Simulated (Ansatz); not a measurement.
# CH4BBrS: two geometries relaxed

Aim: relax the geometries before and after the shift of H6 from C2 to B3, and see whether they are two minima and how far apart in energy. SMILES of the start: SCBBr.

Program: Ansatz 0.2.0. Level of theory: RKS PBE/def2-SVP. These are calculated values, not measurements.

## Step 1: Starting point

Bond lengths: S1–C2 1.823 Å, C2–B3 1.583 Å, B3–Br4 2.093 Å, S1–H5 1.444 Å, C2–H6 1.111 Å, C2–H7 1.119 Å, B3–H8 1.118 Å. Angles: S1–C2–B3 109.1°, S1–C2–H6 110.7°, S1–C2–H7 107.6°, B3–C2–H6 109.4°, B3–C2–H7 109.8°, H6–C2–H7 110.2°, C2–S1–H5 92.7°, C2–B3–Br4 118.1°, C2–B3–H8 122.6°, Br4–B3–H8 119.3°.

Structure file:

```xyz
8

S     0.9156    1.4293   -0.6190
C    -0.3146    0.5110    0.3651
B    -0.1087   -1.0408    0.1329
Br    1.7117   -1.8916    0.7192
H     0.2823    1.0759   -1.8678
H    -1.3470    0.7955    0.0681
H    -0.1410    0.7594    1.4428
H    -0.9062   -1.6957   -0.2972
```

## Step 2: End point A

Input file input.yaml:

```yaml
crystal:
  periodic: [false, false, false]
  atoms:
    - { symbol: S, position_ang: [0.9156, 1.4293, -0.619] }
    - { symbol: C, position_ang: [-0.3146, 0.511, 0.3651] }
    - { symbol: B, position_ang: [-0.1087, -1.0408, 0.1329] }
    - { symbol: Br, position_ang: [1.7117, -1.8916, 0.7192] }
    - { symbol: H, position_ang: [0.2823, 1.0759, -1.8678] }
    - { symbol: H, position_ang: [-1.347, 0.7955, 0.0681] }
    - { symbol: H, position_ang: [-0.141, 0.7594, 1.4428] }
    - { symbol: H, position_ang: [-0.9062, -1.6957, -0.2972] }
basis:
  gaussian: { orbitals: def2-SVP }
hamiltonian:
  xc: pbe
relax:
  f_tol: 0.02
  max_steps: 50
output:
  orbitals: {}
```

The run is started by

```
ansatz run input.yaml --threads 2 --pin off --max-ram 3072MiB --backend cpu --events-out ev --progress --plain --runs-dir out
```

Log, cut to the lines that bear on the results:

```text
Warning: RAYON_NUM_THREADS=2 ignored (pool sized by the plan → 2); use --threads N
[...]
Functional definition: PBE
[...]
1094 factors; their error is unknown
[...]
mean field -82629.25003826 eV, -3036.5689307889 hartree, gradient 5.0e-5 eV, S^2 0.000000; 0 other end points of the search recorded, 0 dependent functions left out
[...]
reference -82629.25006938 eV, -3036.5689319323 hartree; 33, 33 occupied and 65, 65 virtual orbitals, 1094 factors
relax step   1: F+E_penalty+E_count = -82629.25003826 eV  Δ(F+E_penalty+E_count) = +0.000e0 eV  max|allowed force component| = 3.594e0 eV/Å  Δτ_max = 0.0000 Å  (28 SCF iters, accepted)
[...]
relax step   4: F+E_penalty+E_count = -82629.79236863 eV  Δ(F+E_penalty+E_count) = -3.355e-2 eV  max|allowed force component| = 3.398e-1 eV/Å  Δτ_max = 0.1030 Å  (28 SCF iters, accepted)
[...]
relax step   7: F+E_penalty+E_count = -82629.91573218 eV  Δ(F+E_penalty+E_count) = -4.433e-3 eV  max|allowed force component| = 3.440e-1 eV/Å  Δτ_max = 0.0150 Å  (30 SCF iters, accepted)
[...]
relax step  10: F+E_penalty+E_count = -82629.94672720 eV  Δ(F+E_penalty+E_count) = -3.629e-3 eV  max|allowed force component| = 8.519e-2 eV/Å  Δτ_max = 0.0412 Å  (29 SCF iters, accepted)
[...]
relax step  11: F+E_penalty+E_count = -82629.94813927 eV  Δ(F+E_penalty+E_count) = -1.412e-3 eV  max|allowed force component| = 2.269e-2 eV/Å  Δτ_max = 0.0250 Å  (30 SCF iters, accepted)
[...]
relax step  12: F+E_penalty+E_count = -82629.94836135 eV  Δ(F+E_penalty+E_count) = -2.221e-4 eV  max|allowed force component| = 1.406e-2 eV/Å  Δτ_max = 0.0114 Å  (30 SCF iters, accepted)
1094 factors; their error is unknown
mean field -82629.94836135 eV, -3036.5945936888 hartree, gradient 2.5e-5 eV, S^2 0.000000; 1 other end points of the search recorded, 0 dependent functions left out
[...]
reference -82629.94839297 eV, -3036.5945948509 hartree; 33, 33 occupied and 65, 65 virtual orbitals, 1094 factors
Total energy: -82629.94839297 eV, -3036.5945948509 hartree
Atom 0 at     0.831972     1.020690    -0.809081 Å, force     0.002539    -0.004065     0.002045 eV/Å
Atom 1 at    -0.362981     0.503758     0.535482 Å, force     0.011498     0.001530     0.011223 eV/Å
Atom 2 at     0.080721    -0.910590     0.050739 Å, force    -0.009520     0.009706     0.000350 eV/Å
Atom 3 at     1.425890    -1.920797     1.029067 Å, force     0.006627    -0.000456     0.005040 eV/Å
Atom 4 at    -0.053155     0.958725    -1.843993 Å, force    -0.002414     0.002024     0.000498 eV/Å
Atom 5 at    -1.376088     0.894262     0.336525 Å, force     0.001312    -0.007152    -0.003164 eV/Å
Atom 6 at     0.047074     0.883247     1.488763 Å, force    -0.003290     0.006541    -0.001930 eV/Å
Atom 7 at    -0.501332    -1.486296    -0.843401 Å, force    -0.006753    -0.008127    -0.014062 eV/Å
Dipole moment:    -0.321551     0.519798    -0.217206 e Å
```

It took 24 s on 2 threads of Intel Xeon Platinum 8488C (Sapphire Rapids), shared host; peak memory 0.18 GiB.

The steps of the relaxation:

| step | energy from step 1 (eV) | largest force component (eV/Å) |
| --- | --- | --- |
| 1 | 0.0000 | 3.5942 |
| 2 | -0.4505 | 0.8546 |
| 3 | -0.5088 | 0.2786 |
| 4 | -0.5423 | 0.3398 |
| 5 | -0.5944 | 0.5745 |
| 6 | -0.6613 | 0.3741 |
| 7 | -0.6657 | 0.3440 |
| 8 | -0.6829 | 0.4219 |
| 9 | -0.6931 | 0.2448 |
| 10 | -0.6967 | 0.0852 |
| 11 | -0.6981 | 0.0227 |
| 12 | -0.6983 | 0.0141 |

Step 1 is the start.

After: Bond lengths: S1–C2 1.872 Å, S1–B3 2.244 Å, C2–B3 1.560 Å, B3–Br4 1.946 Å, S1–H5 1.363 Å, C2–H6 1.104 Å, C2–H7 1.105 Å, B3–H8 1.212 Å. Angles (14 of 15 angles, heavy atoms first): S1–C2–B3 81.1°, C2–S1–B3 43.4°, S1–B3–C2 55.5°, S1–B3–Br4 114.1°, C2–B3–Br4 120.7°, S1–C2–H6 111.0°, S1–C2–H7 106.7°, B3–C2–H6 121.7°, B3–C2–H7 118.3°, C2–S1–H5 96.8°, B3–S1–H5 92.0°, S1–B3–H8 106.7°, C2–B3–H8 121.6°, Br4–B3–H8 117.1°.

Pairs that crossed the distance rule for bonds on the way: came closer S1–B3.

## Step 3: End point B

The second end starts from a geometry with the move made by hand.

input.yaml, as its differences from that of step 2:

```diff
@@ -8,3 +8,3 @@
     - { symbol: H, position_ang: [0.2823, 1.0759, -1.8678] }
-    - { symbol: H, position_ang: [-1.347, 0.7955, 0.0681] }
+    - { symbol: H, position_ang: [-0.8107, -0.47214, -0.61055] }
     - { symbol: H, position_ang: [-0.141, 0.7594, 1.4428] }
@@ -18,3 +18 @@
   max_steps: 50
-output:
-  orbitals: {}
```

The run is started by

```
ansatz run input.yaml --threads 2 --pin off --max-ram 3072MiB --backend cpu --events-out ev --progress --plain --runs-dir out
```

Log, cut to the lines that bear on the results:

```text
Warning: RAYON_NUM_THREADS=2 ignored (pool sized by the plan → 2); use --threads N
[...]
[... 1 set-up line as earlier in the session ...]
[...]
1094 factors; their error is unknown
[...]
mean field -82624.62243160 eV, -3036.3988693809 hartree, gradient 2.0e-5 eV, S^2 0.000000; 1 other end points of the search recorded, 0 dependent functions left out
[...]
reference -82624.62246164 eV, -3036.3988704846 hartree; 33, 33 occupied and 65, 65 virtual orbitals, 1094 factors
relax step   1: F+E_penalty+E_count = -82624.62243160 eV  Δ(F+E_penalty+E_count) = +0.000e0 eV  max|allowed force component| = 6.581e0 eV/Å  Δτ_max = 0.0000 Å  (52 SCF iters, accepted)
[...]
relax step   4: F+E_penalty+E_count = -82628.65499767 eV  Δ(F+E_penalty+E_count) = -8.999e-1 eV  max|allowed force component| = 2.157e0 eV/Å  Δτ_max = 0.1957 Å  (35 SCF iters, accepted)
[...]
relax step   7: F+E_penalty+E_count = -82629.58870693 eV  Δ(F+E_penalty+E_count) = -1.061e-1 eV  max|allowed force component| = 9.684e-1 eV/Å  Δτ_max = 0.1298 Å  (28 SCF iters, accepted)
[...]
relax step  10: F+E_penalty+E_count = -82629.67467980 eV  Δ(F+E_penalty+E_count) = -2.463e-2 eV  max|allowed force component| = 1.149e-1 eV/Å  Δτ_max = 0.0826 Å  (27 SCF iters, accepted)
[...]
relax step  13: F+E_penalty+E_count = -82629.70022502 eV  Δ(F+E_penalty+E_count) = -1.315e-2 eV  max|allowed force component| = 1.860e-1 eV/Å  Δτ_max = 0.1219 Å  (27 SCF iters, accepted)
[...]
relax step  14: F+E_penalty+E_count = -82629.71261486 eV  Δ(F+E_penalty+E_count) = -1.239e-2 eV  max|allowed force component| = 1.713e-1 eV/Å  Δτ_max = 0.1018 Å  (27 SCF iters, accepted)
[...]
relax step  15: F+E_penalty+E_count = -82629.74228194 eV  Δ(F+E_penalty+E_count) = -2.967e-2 eV  max|allowed force component| = 5.151e-1 eV/Å  Δτ_max = 0.1999 Å  (28 SCF iters, accepted)
[...]
1094 factors; their error is unknown
[...]
```

## Step 4: The output, continued: end point B relaxed

Output, continued, cut to the lines that bear on the results:

```text
mean field -82629.78168973 eV, -3036.5884686200 hartree, gradient 1.3e-5 eV, S^2 0.000000; 0 other end points of the search recorded, 0 dependent functions left out
[...]
reference -82629.78172082 eV, -3036.5884697626 hartree; 33, 33 occupied and 65, 65 virtual orbitals, 1094 factors
relax step  16: F+E_penalty+E_count = -82629.78168973 eV  Δ(F+E_penalty+E_count) = -3.941e-2 eV  max|allowed force component| = 6.040e-1 eV/Å  Δτ_max = 0.1956 Å  (29 SCF iters, accepted)
[...]
relax step  18: F+E_penalty+E_count = -82629.90933126 eV  Δ(F+E_penalty+E_count) = -3.574e-2 eV  max|allowed force component| = 4.827e-1 eV/Å  Δτ_max = 0.1949 Å  (35 SCF iters, accepted)
[...]
relax step  20: F+E_penalty+E_count = -82629.92666785 eV  Δ(F+E_penalty+E_count) = -1.734e-2 eV  max|allowed force component| = 3.893e-1 eV/Å  Δτ_max = 0.0896 Å  (28 SCF iters, accepted)
[...]
reference -82629.94844321 eV, -3036.5945966972 hartree; 33, 33 occupied and 65, 65 virtual orbitals, 1094 factors
Total energy: -82629.94844321 eV, -3036.5945966972 hartree
Atom 0 at     0.876015     0.920398    -0.833208 Å, force     0.006948    -0.000510     0.004166 eV/Å
Atom 1 at    -0.401042     0.313593     0.393775 Å, force    -0.011140     0.008827    -0.011028 eV/Å
Atom 2 at     0.231259    -1.056317    -0.000249 Å, force     0.005178    -0.007051     0.003741 eV/Å
Atom 3 at     1.559595    -1.902879     1.145189 Å, force    -0.006049     0.005178    -0.006431 eV/Å
Atom 4 at     0.113348     0.759368    -1.951421 Å, force    -0.001720    -0.000411    -0.003932 eV/Å
Atom 5 at    -1.419394     0.593272     0.071688 Å, force     0.007540    -0.006050     0.008786 eV/Å
Atom 6 at    -0.139473     0.754932     1.372166 Å, force    -0.000983    -0.000289     0.002701 eV/Å
Atom 7 at    -0.191907    -1.707008    -0.932489 Å, force     0.000227     0.000306     0.001997 eV/Å
Dipole moment:    -0.348190     0.484260    -0.267899 e Å
```

It took 40 s on 2 threads of Intel Xeon Platinum 8488C (Sapphire Rapids), shared host; peak memory 0.18 GiB.

Step by step:

```
step  energy from step 1 (eV)  largest force component (eV/Å)
   1                   0.0000                          6.5809
   2                  -1.7451                          3.6626
   3                  -3.1327                          3.4545
   4                  -4.0326                          2.1571
   5                  -4.5790                          1.5518
   6                  -4.8602                          0.9657
   7                  -4.9663                          0.9684
   8                  -5.0174                          0.2963
   9                  -5.0276                          0.3615
  10                  -5.0522                          0.1149
  11                  -5.0594                          0.2226
  12                  -5.0646                          0.2080
  13                  -5.0778                          0.1860
  14                  -5.0902                          0.1713
  15                  -5.1199                          0.5151
  16                  -5.1593                          0.6040
  17                  -5.2512                          0.4221
  18                  -5.2869                          0.4827
 19x                  -5.2798                          0.4892
  20                  -5.3042                          0.3893
  21                  -5.3224                          0.1102
  22                  -5.3252                          0.0598
  23                  -5.3255                          0.0500
  24                  -5.3259                          0.0533
  25                  -5.3260                          0.0111
```

Step 1 is the start. 1 step was tried and not accepted (marked x).

After: Bond lengths: S1–C2 1.872 Å, S1–B3 2.240 Å, C2–B3 1.559 Å, B3–Br4 1.948 Å, S1–H5 1.363 Å, C2–H6 1.104 Å, C2–H7 1.105 Å, B3–H8 1.213 Å. Angles (14 of 15 angles, heavy atoms first): S1–C2–B3 80.9°, C2–S1–B3 43.4°, S1–B3–C2 55.6°, S1–B3–Br4 114.0°, C2–B3–Br4 120.7°, S1–C2–H6 110.8°, S1–C2–H7 106.8°, B3–C2–H6 121.5°, B3–C2–H7 118.6°, C2–S1–H5 96.8°, B3–S1–H5 92.3°, S1–B3–H8 106.7°, C2–B3–H8 121.6°, Br4–B3–H8 117.2°.

Pairs that crossed the distance rule for bonds on the way: came closer S1–B3, C2–H6; moved apart B3–H6.

## Step 5: Summary of results

| quantity | value |
| --- | --- |
| end A | 11 moves, 0.698 eV lower |
| end B | 23 moves, 5.326 eV lower |
| largest difference between the ends | 0.01 Å |
| end B relative to end A | -0.000 eV |

In words: Both starts fell into the same minimum (no atom differs by more than 0.01 Å), so from this start no second minimum was found and no band was run; another arrangement could still be one.
